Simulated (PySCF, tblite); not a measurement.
**C7H9NSi: infrared bands, NMR shifts and electronic excitations in gas and solvents**

Aim: compute the infrared bands, NMR shifts and electronic excitations of C7H9NSi (`CC#C[SiH2]n1cccc1`), and see what a dielectric continuum does where one was used.

Programs: tblite 0.8.0 and PySCF 2.14.0, with density-fitted response routines of our own. Each step states its level of theory. These are calculated values for one molecule, in the gas phase or a continuum, unless marked as measured. Atoms count from 0, in the outputs and in this text.

## (1) The starting structure

18 atoms, charge 0, multiplicity 1; geometry from: force field or distance geometry start.

Bonds of the start (Å): C0–C1 1.48, C1–C2 1.22, C2–Si3 1.82, Si3–N4 1.77, N4–C5 1.37, C5–C6 1.37, C6–C7 1.40, C7–C8 1.40, C8–N4 1.35, C0–H9 1.10, C0–H10 1.11, C0–H11 1.11, Si3–H12 1.47, Si3–H13 1.49, C5–H14 1.07, C6–H15 1.09, C7–H16 1.10, C8–H17 1.08.

## (2) Geometry optimisation with GFN2-xTB

The job: settings as JSON, then the geometry in Å.

```
{"job": {"kind": "relax", "xc": "GFN2-xTB", "basis": "xTB"}, "charge": 0, "multiplicity": 1}
C      3.888500     0.706600    -1.269000
C      2.617200    -0.010400    -1.013000
C      1.596800    -0.633200    -0.792400
Si     0.057400    -1.553300    -0.506000
N     -1.215700    -0.454000     0.034300
C     -2.409100    -0.328400    -0.633700
C     -3.197700     0.606300    -0.006500
C     -2.467900     1.079200     1.091300
C     -1.247400     0.397700     1.076700
H      4.027300     0.847300    -2.348500
H      4.739800     0.161600    -0.805500
H      3.766600     1.703100    -0.793300
H     -0.357000    -2.344300    -1.669300
H      0.330400    -2.576700     0.548100
H     -2.703200    -0.863800    -1.517800
H     -4.206200     0.924800    -0.275300
H     -2.796700     1.834000     1.821100
H     -0.432000     0.509800     1.782400
```

Started as:

```
$ OMP_NUM_THREADS=1 python probes_run.py task.json out
```

The driver reads the jobs from task.json and runs them one after another.

What it wrote:

```text
step      E/eV     max force
  0    -657.81740    1.892
  1    -657.93446    1.987
  2    -657.93168    3.169
  3    -657.98882    0.400
  4    -657.99931    0.305
  5    -658.01356    0.472
  6    -658.02486    0.311
  7    -658.03496    0.207
  8    -658.04266    0.240
  9    -658.04879    0.216
 10    -658.05252    0.139
 11    -658.05470    0.123
 12    -658.05602    0.077
 13    -658.05692    0.068
 14    -658.05766    0.078
 15    -658.05827    0.074
 16    -658.05869    0.042
 17    -658.05896    0.047
 18    -658.05917    0.042
 19    -658.05936    0.036
 20    -658.05954    0.035
 21    -658.05972    0.038
 22    -658.05995    0.046
 23    -658.06026    0.055
 24    -658.06057    0.042
 25    -658.06077    0.033
 26    -658.06089    0.025
 27    -658.06101    0.034
 28    -658.06115    0.034
 29    -658.06125    0.024
 30    -658.06131    0.014
 31    -658.06134    0.022
 32    -658.06139    0.026
 33    -658.06144    0.026
 34    -658.06150    0.017
 35    -658.06153    0.014
 36    -658.06155    0.016
 37    -658.06157    0.015
 38    -658.06159    0.014
 39    -658.06163    0.018
 40    -658.06167    0.026
 41    -658.06172    0.029
 42    -658.06178    0.023
 43    -658.06182    0.015
 44    -658.06187    0.024
 45    -658.06193    0.032
 46    -658.06202    0.032
 47    -658.06213    0.022
 48    -658.06222    0.023
 49    -658.06229    0.021
 50    -658.06235    0.026
 51    -658.06240    0.022
 52    -658.06245    0.020
 53    -658.06250    0.020
 54    -658.06256    0.021
 55    -658.06261    0.024
 56    -658.06266    0.015
 57    -658.06269    0.012
 58    -658.06272    0.016
 59    -658.06275    0.022
 60    -658.06278    0.023
 61    -658.06282    0.016
 62    -658.06287    0.021
 63    -658.06295    0.030
 64    -658.06305    0.036
 65    -658.06317    0.034
 66    -658.06326    0.023
 67    -658.06333    0.027
 68    -658.06342    0.035
 69    -658.06350    0.027
 70    -658.06356    0.017
 71    -658.06359    0.013
 72    -658.06361    0.018
 73    -658.06364    0.021
 74    -658.06367    0.020
 75    -658.06369    0.011
 76    -658.06370    0.006
```

It took 0.5 s on 1 thread of Arm Neoverse V2, shared host.

Step by step: (not every step is listed) (the energy doesn't fall at every step)

```
step  energy from step 0 (eV)  largest force (eV/Å)
   0                   0.0000                1.8920
   1                  -0.1171                1.9870
   2                  -0.1143                3.1693
   3                  -0.1714                0.4004
   4                  -0.1819                0.3054
   5                  -0.1962                0.4723
   6                  -0.2075                0.3109
   7                  -0.2176                0.2069
   8                  -0.2253                0.2404
  14                  -0.2403                0.0782
  20                  -0.2421                0.0353
  26                  -0.2435                0.0249
  32                  -0.2440                0.0261
  38                  -0.2442                0.0140
  44                  -0.2445                0.0238
  50                  -0.2450                0.0256
  56                  -0.2453                0.0153
  62                  -0.2455                0.0210
  68                  -0.2460                0.0351
  71                  -0.2462                0.0132
  72                  -0.2462                0.0177
  73                  -0.2462                0.0211
  74                  -0.2463                0.0199
  75                  -0.2463                0.0111
  76                  -0.2463                0.0065
```

Close pairs (by a distance rule), those that changed most:

```
   bond  before (Å)  after (Å)  change (Å)
  C0–C1       1.482      1.444      -0.038
  C7–C8       1.398      1.361      -0.037
 C7–H16       1.100      1.073      -0.027
Si3–H13       1.494      1.467      -0.027
 C2–Si3       1.816      1.842      +0.026
 C0–H10       1.112      1.090      -0.022
  N4–C8       1.346      1.368      +0.022
 C0–H11       1.111      1.090      -0.021
```

The end geometry stands in the next job.

## (3) Infrared spectrum with GFN2-xTB

The job: settings as JSON, then the geometry in Å.

```
{"job": {"kind": "ir", "xc": "GFN2-xTB", "basis": "xTB"}, "charge": 0, "multiplicity": 1}
C      3.767454     0.758140    -1.208434
C      2.570809    -0.015858    -0.976293
C      1.573521    -0.666084    -0.784875
Si     0.042244    -1.641203    -0.470101
N     -1.222026    -0.506032    -0.039238
C     -2.430065    -0.333938    -0.658013
C     -3.139321     0.631761    -0.012914
C     -2.334227     1.083969     1.059633
C     -1.176760     0.369392     1.011210
H      3.928342     0.880301    -2.279343
H      4.628471     0.249419    -0.775215
H      3.669625     1.742182    -0.750479
H     -0.425162    -2.316219    -1.680347
H      0.245625    -2.551565     0.662348
H     -2.687349    -0.919010    -1.519196
H     -4.119956     0.984847    -0.266904
H     -2.591171     1.844120     1.771699
H     -0.308813     0.412093     1.640046
```

What it wrote:

```text
mode    cm-1     km/mol
  1     -15.5      0.07
  2      -2.7      0.01
  3      44.4      0.44
  4     131.3      1.08
  5     144.6      3.08
  6     202.4      4.29
  7     242.2      8.65
  8     313.7      0.23
  9     325.7      2.61
 10     476.0     45.43
 11     497.0    131.13
 12     571.8     20.66
 13     575.2      1.32
 14     580.1      4.82
 15     596.9     11.29
 16     730.6    485.25
 17     759.4    208.61
 18     770.3     20.93
 19     778.6     35.32
 20     819.8      2.09
 21     836.2      0.24
 22     839.8      0.19
 23     926.3     12.95
 24    1014.0      5.41
 25    1014.8      5.47
 26    1076.8     24.27
 27    1084.4      1.25
 28    1105.0     43.73
 29    1113.1      7.26
 30    1200.4      5.76
 31    1257.9    190.11
 32    1331.4      4.13
 33    1381.7      3.29
 34    1408.5     28.60
 35    1446.2      7.73
 36    1446.8      7.44
 37    1476.0    166.27
 38    1567.4      0.91
 39    2221.7    345.58
 40    2263.2    275.14
 41    2323.4    267.98
 42    3004.4     17.04
 43    3005.2     15.78
 44    3011.3     20.89
 45    3145.4      1.04
 46    3148.7     34.18
 47    3157.9     91.79
 48    3166.6     32.76
```

Run time: 0.63 s. Hardware: 1 thread of Arm Neoverse V2, shared host.

The strongest bands and the atoms that carry them (share of the mass-weighted mode):

```
cm⁻¹  km/mol                                  atoms
 497   131.1  H12 37 %, H13 30 %, Si3 20 %, C2 11 %
 731   485.2           H13 43 %, H12 37 %, Si3 15 %
 759   208.6                     H12 42 %, H13 40 %
1258   190.1              N4 42 %, C6 20 %, C7 19 %
1476   166.3     C8 29 %, C5 29 %, C7 11 %, C6 10 %
2222   345.6                               H13 95 %
2263   275.1                               H12 96 %
2323   268.0                       C1 53 %, C2 46 %
```

## (4) Optimising the geometry at PBE0-D3(BJ)/def2-SVP

The job: settings as JSON, then the geometry in Å.

```
{"job": {"xc": "PBE0", "basis": "def2-SVP", "d3": "d3bj", "grid": 1, "shake": 0.01, "kind": "geom"}, "charge": 0, "multiplicity": 1}
C      3.787860     0.732580    -1.204250
C      2.565130    -0.020380    -0.978450
C      1.553320    -0.668400    -0.793530
Si     0.075470    -1.638950    -0.473630
N     -1.224840    -0.512710    -0.049790
C     -2.433970    -0.329120    -0.660400
C     -3.129740     0.629760    -0.012670
C     -2.318770     1.089420     1.054580
C     -1.178590     0.374800     1.030560
H      3.925650     0.877870    -2.269320
H      4.619610     0.246500    -0.766390
H      3.675430     1.743100    -0.743780
H     -0.453440    -2.306010    -1.689940
H      0.228940    -2.548800     0.669350
H     -2.691800    -0.929770    -1.518930
H     -4.120480     0.998900    -0.259430
H     -2.589230     1.855240     1.769640
H     -0.318070     0.417930     1.645870
```

What it wrote:

```text
step   0  E = -615.53479809  max force = 0.036231
step   1  E = -615.54058338  max force = 0.007327
step   2  E = -615.54086474  max force = 0.001777
step   3  E = -615.54080934  max force = 0.003312
step   4  E = -615.54088883  max force = 0.001470
step   5  E = -615.54086282  max force = 0.002498
step   6  E = -615.54089218  max force = 0.000931
step   7  E = -615.54089760  max force = 0.000274
optimisation converged
```

Run time: 1.8 min. Hardware: 1 thread of Arm Neoverse V2, shared host; peak memory 0.71 GiB.

The steps of the relaxation: (the energy doesn't fall at every step)

```
step  energy from step 0 (eV)  largest force component (eV/Å)
   0                   0.0000                          1.8631
   1                  -0.1574                          0.3768
   2                  -0.1651                          0.0914
   3                  -0.1636                          0.1703
   4                  -0.1657                          0.0756
   5                  -0.1650                          0.1285
   6                  -0.1658                          0.0479
   7                  -0.1660                          0.0141
```

Distances of close pairs at the start and the end, largest changes first:

```
   bond  before (Å)  after (Å)  change (Å)
 C0–H10       1.058      1.101      +0.043
 C8–H17       1.059      1.089      +0.030
  C7–C8       1.346      1.374      +0.029
  C5–C6       1.350      1.374      +0.024
 C2–Si3       1.797      1.819      +0.022
Si3–H13       1.469      1.489      +0.021
  N4–C8       1.399      1.379      -0.020
  C0–H9       1.084      1.101      +0.017
```

The final coordinates are the input of the step that follows.

```
                         at the end point                value
  point group (found at 0.08 Å tolerance)                   C1
rotational constants (GHz, main isotopes)  2.979, 0.677, 0.603
                        dipole moment (D)                 2.86
```

## (5) Shielding tensors: PBE0/pcSseg-1

The job: settings as JSON, then the geometry in Å.

```
{"job": {"kind": "nmr", "xc": "PBE0", "basis": "pcSseg-1"}, "charge": 0, "multiplicity": 1}
C      3.681949     0.132574    -1.190183
C      2.453804    -0.591533    -0.928348
C      1.418796    -1.197991    -0.709956
Si    -0.135032    -2.080790    -0.371197
N     -1.403787    -0.926403     0.067524
C     -2.610428    -0.759553    -0.583198
C     -3.320435     0.234706     0.045790
C     -2.518962     0.702191     1.126988
C     -1.353817    -0.026714     1.111591
H      3.852279     0.240019    -2.272664
H      4.548829    -0.391435    -0.758430
H      3.640916     1.141508    -0.751065
H     -0.640133    -2.787968    -1.578251
H      0.075852    -3.037681     0.750576
H     -2.865799    -1.369044    -1.448167
H     -4.309119     0.590246    -0.238694
H     -2.770156     1.488430     1.836734
H     -0.481284     0.026838     1.760872
```

Level: GIAO PBE0/pcSseg-1 NMR shielding, non-relativistic, gas phase.

What it wrote:

```text
coarse grid: 15872 points
cycle   1  E = -615.6796377334  dE =  1.313e+00  |g| = 4.989e-01  |ddm| = 4.169e+00
cycle   2  E = -615.6520170734  dE =  2.762e-02  |g| = 5.965e-01  |ddm| = 1.216e+00
cycle   3  E = -615.7430031691  dE = -9.099e-02  |g| = 1.304e-01  |ddm| = 6.923e-01
cycle   4  E = -615.7467024031  dE = -3.699e-03  |g| = 4.940e-02  |ddm| = 1.314e-01
cycle   5  E = -615.7472033089  dE = -5.009e-04  |g| = 1.960e-02  |ddm| = 4.584e-02
cycle   6  E = -615.7472872957  dE = -8.399e-05  |g| = 7.428e-03  |ddm| = 2.077e-02
cycle   7  E = -615.7473002075  dE = -1.291e-05  |g| = 1.757e-03  |ddm| = 6.480e-03
cycle   8  E = -615.7473009052  dE = -6.977e-07  |g| = 2.558e-04  |ddm| = 1.470e-03
final grid: 149728 points
cycle   9  E = -615.8001201058  dE = -2.932e-05  |g| = 7.455e-03  |ddm| = 4.051e-02
cycle  10  E = -615.8001156595  dE =  4.446e-06  |g| = 8.742e-03  |ddm| = 1.509e-02
cycle  11  E = -615.8001342213  dE = -1.856e-05  |g| = 1.521e-03  |ddm| = 7.821e-03
cycle  12  E = -615.8001347332  dE = -5.119e-07  |g| = 4.561e-04  |ddm| = 1.334e-03
cycle  13  E = -615.8001347780  dE = -4.474e-08  |g| = 1.644e-04  |ddm| = 3.807e-04
cycle  14  E = -615.8001347836  dE = -5.585e-09  |g| = 4.546e-05  |ddm| = 1.455e-04
cycle  15  E = -615.8001347840  dE = -4.411e-10  |g| = 1.763e-05  |ddm| = 6.281e-05
converged SCF energy = -615.8001347840

GIAO shielding tensors (ppm)
atom      isotropic    diamagn.    paramagn.     s11        s22        s33       span
  0 C      178.494     251.398     -72.904    169.217    169.839    196.426     27.209
  1 C       67.832     275.217    -207.384    -29.541    -22.586    255.625    285.166
  2 C      103.988     257.475    -153.487     15.509     26.121    270.333    254.824
  3 Si     408.411     882.465    -474.054    378.374    400.189    446.670     68.296
  4 N       89.152     331.082    -241.930      6.866     59.100    201.489    194.623
  5 C       55.539     249.470    -193.931    -25.966     64.363    128.220    154.185
  6 C       67.883     258.593    -190.710    -14.760     58.936    159.473    174.233
  7 C       65.300     257.562    -192.262    -19.268     57.512    157.657    176.925
  8 C       57.057     253.436    -196.380    -25.372     59.337    137.205    162.577
  9 H       29.295      26.496       2.798     24.324     27.472     36.089     11.766
 10 H       29.257      24.962       4.295     24.474     27.272     36.025     11.551
 11 H       29.239      32.141      -2.903     24.161     27.914     35.641     11.480
 12 H       26.214      29.198      -2.985     22.124     25.635     30.882      8.758
 13 H       26.069      28.668      -2.599     23.005     24.206     30.995      7.990
 14 H       24.642      29.712      -5.071     21.068     25.516     27.340      6.272
 15 H       24.879      30.428      -5.549     22.445     25.155     27.037      4.592
 16 H       24.686      32.048      -7.362     22.210     25.129     26.720      4.510
 17 H       24.366      33.889      -9.524     20.712     25.131     27.254      6.543
```

Run time: 32 s. Hardware: 1 thread of Arm Neoverse V2, shared host; peak memory 0.95 GiB.

Shifts follow as δ = σ(reference) − σ, with reference shieldings (ppm) from runs at the same level and on the same kind of geometry: ¹H TMS 31.27, ¹³C TMS 184.4, ²⁹Si TMS 352.0, ¹⁵N NH3 265.7. The references are single molecules in the gas phase, so shifts against H2O, NH3, PH3, H3PO4 or CFCl3 are not on the usual liquid scales and can be off by tens of ppm. Atoms listed in one row are averaged.

```
       atoms                                         environment  σ (ppm)  δ (ppm)  δ scaled to CDCl3
      C5, C8                 aromatic CH next to a ring nitrogen     56.3    128.1              123.9
      C6, C7                                         aromatic CH     66.6    117.8              113.9
          C1                                       alkyne carbon     67.8    116.6              112.7
          C2                                       alkyne carbon    104.0     80.4               77.6
          C0                           propargylic methyl carbon    178.5      5.9                5.2
    H14, H17  hydrogen on an aromatic CH next to a ring nitrogen    24.50     6.76               6.63
    H15, H16                          hydrogen on an aromatic CH    24.78     6.48               6.36
    H12, H13                hydrogen on a silicon bonded to C, N    26.14     5.13                  –
H9, H10, H11             hydrogen on a propargylic methyl carbon    29.26     2.00               2.12
         Si3                         silicon bonded to C, N, 2 H    408.4    -56.4                  –
          N4                          pyrrole-type ring nitrogen     89.2    176.5                  –
```

The scaled column applies a straight-line fit of computed shieldings to shifts measured in CDCl3 (root-mean-square error 0.21 ppm for H, 2.0 ppm for C).

Charges from the same density, by scheme (e):

```
 atoms  Mulliken    IAO  Hirshfeld  ESP fit
    C0     -0.19  -0.43      -0.09    -0.52
    C1     -0.09   0.03      -0.01     0.20
    C2     -0.41  -0.41      -0.19    -0.40
   Si3      0.78   0.91       0.40     0.46
    N4     -0.71  -0.34      -0.11     0.08
C5, C8      0.14  -0.11      -0.04    -0.27
C6, C7     -0.18  -0.22      -0.10    -0.21
```

Mayer bond orders: C0–C1 1.19, C1–C2 2.48, C2–Si3 1.02, Si3–N4 0.82, N4–C5 1.11, C5–C6 1.55, C6–C7 1.33, C7–C8 1.55, C8–N4 1.11.

Ring of atoms N4, C5, C6, C7, C8: NICS(0) -13.3, NICS(1) -11.2, NICS(1)zz -29.7 ppm (means of both faces).

(Part 1 of 2 ends here.)
